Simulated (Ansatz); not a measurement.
# FH₃NO₂Ta: vertical ionisation energy

One table from this session's results is given with a row withheld; the runs are named, their logs left out.

Method: unrestricted cation, the program's frozen cores in correlated methods; program: Ansatz 0.2.0, Gaussian basis.

The runs, in order: UKS PBE-D4/def2-TZVPP; UKS r2SCAN-D4/def2-TZVPP; UKS PBE0-D4/def2-TZVPP; UKS B3LYP-D4/def2-TZVPP; UKS wB97X-V/def2-TZVPP; UKS wB97M-V/def2-TZVPP; UKS B2PLYP/def2-TZVPP; UHF-CCSD(T)/def2-TZVPP; UHF-MP2/def2-QZVPP; extrapolation to the limit; then −ε(HOMO) from the neutral's earlier runs with LDA (SPW92), PBE-D4, revPBE-D4, BLYP-D4, r2SCAN-D4, B97M-V, PBE0-D4, B3LYP-D4, r2SCANh-D4, r2SCAN0-D4, HSE06-D4, BHLYP-D4, CAM-B3LYP-D4, LC-ωPBE, ωB97X-V, ωB97M-V.

1 further run of the same task is left out (for a known fault of the program).

### Structure used throughout

All runs share one geometry, relaxed beforehand with PBE0-D4 in a triple-zeta def2 set. Ta takes the def2 core potential; no spin-orbit term is included.

SMILES `[NH2][Ta](=[O])([OH])[F]`, 8 atoms, charge 0, spin multiplicity 1.

Atoms are counted from 1 here; the program's logs count them from 0.

Bond lengths: N1–Ta2 1.971 Å, N1–H6 1.009 Å, N1–H7 1.010 Å, Ta2–O3 1.717 Å, Ta2–O4 1.905 Å, Ta2–F5 1.891 Å, O4–H8 0.957 Å. Angles: Ta2–N1–H6 124.4°, Ta2–N1–H7 125.0°, H6–N1–H7 110.5°, N1–Ta2–O3 104.8°, N1–Ta2–O4 110.3°, N1–Ta2–F5 111.1°, O3–Ta2–O4 111.0°, O3–Ta2–F5 110.4°, O4–Ta2–F5 109.3°, Ta2–O4–H8 131.2°.

Set-up of the first run:

Contents of in.yaml:

```yaml
crystal:
  periodic: [false, false, false]
  atoms:
    - {symbol: N, position_ang: [-0.646597, 1.185426, 0.588464]}
    - {symbol: Ta, position_ang: [0.558913, -0.253308, -0.014140]}
    - {symbol: O, position_ang: [0.775164, -1.249907, 1.367387]}
    - {symbol: O, position_ang: [-0.240359, -1.229919, -1.440768]}
    - {symbol: F, position_ang: [2.220130, 0.446181, -0.587209]}
    - {symbol: H, position_ang: [-0.982264, 1.289784, 1.533825]}
    - {symbol: H, position_ang: [-1.050597, 1.891442, -0.010191]}
    - {symbol: H, position_ang: [-0.542292, -2.136698, -1.493267]}
basis:
  gaussian: {orbitals: def2-TZVPP}
total_charge: 1
magnetization: {spin_polarized: true, initial_magnetization: 1}
hamiltonian: {xc: pbe, dispersion: d4}
```

Started as:

```console
$ ansatz run in.yaml --threads 2 --pin off --events-out ev --progress --plain --max-ram 22528MiB --backend cpu
```

Steps of the session up to this table: Cation, UKS PBE-D4/def2-TZVPP; Cation, UKS r2SCAN-D4/def2-TZVPP; Cation, UKS PBE0-D4/def2-TZVPP; Cation, UKS B3LYP-D4/def2-TZVPP; Cation, UKS wB97X-V/def2-TZVPP; Cation, UKS wB97M-V/def2-TZVPP; Cation, UKS B2PLYP (frozen core)/def2-TZVPP; Cation, UHF-CCSD(T)/def2-TZVPP; Cation, UHF-MP2/def2-QZVPP.

One of the session's tables, all rows but one given; the rest of the session is left out.

It belongs to the step «Ionisation energies side by side». Orbital estimates, from the neutral's runs:

| functional | −ε(HOMO) (eV) |
| --- | --- |
| LDA (SPW92) | 7.10 |
| PBE-D4 | 6.86 |
| revPBE-D4 | 6.77 |
| BLYP-D4 | ? |
| r2SCAN-D4 | 7.20 |
| B97M-V | 7.24 |
| PBE0-D4 | 8.34 |
| B3LYP-D4 | 8.10 |
| r2SCANh-D4 | 7.75 |
| r2SCAN0-D4 | 8.58 |
| HSE06-D4 | 7.93 |
| BHLYP-D4 | 9.73 |
| CAM-B3LYP-D4 | 9.81 |
| LC-ωPBE | 11.22 |
| ωB97X-V | 10.82 |
| ωB97M-V | 10.72 |

**Question.** Estimate the row for BLYP-D4.

Worked estimate for «−ε(HOMO) (eV)». Against the share of exact exchange, B3LYP-D4 (0.2, 8.10), BHLYP-D4 (0.5, 9.73) give a slope of 5.43 per unit share; at 0 the line stands at 7.01.

As computed: −ε(HOMO) (eV): 6.75. In «−ε(HOMO) (eV)» the line misses by +0.26.
